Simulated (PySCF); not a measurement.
# C2H8AlAs: the cost of one run

Computed with PySCF 2.14.0 and routines of our own; the level stands in each step. Atoms count from 0.

## 1. The system as given

12 atoms, charge 0, multiplicity 1; geometry from: GFN2-xTB.

## 2. Relaxing the molecule at PBE0-D3(BJ)/def2-SVP

Job settings and geometry (Å):

```
{"job": {"xc": "PBE0", "basis": "def2-SVP", "d3": "d3bj", "grid": 1, "maxiter": 30, "shake": 0.01, "kind": "geom"}, "charge": 0, "multiplicity": 1}
C      2.089750     0.351140     0.238750
C      1.554880    -0.842070     0.462080
Al    -0.110890    -1.115770    -0.614400
As    -1.560940     0.906760     0.182260
H      3.006120     0.735680     0.619230
H      1.527160     1.081160    -0.410340
H      2.156030    -1.501410     1.103080
H     -0.080020    -0.582450    -2.089020
H     -1.239860    -2.119380    -0.231750
H     -2.252110     2.223040     0.502280
H     -2.427460     0.232920     1.237870
H     -2.622980     0.602110    -0.832530
```

Started as:

```bash
$ OMP_NUM_THREADS=1 python heavy_run.py task.json out
```

One launch serves the whole session: the jobs run in the order shown.

Q: Estimate the wall time and peak memory of this first job on 1 thread of AMD EPYC 7R43, shared host.

About 87 s, with a peak of 0.5 GiB.
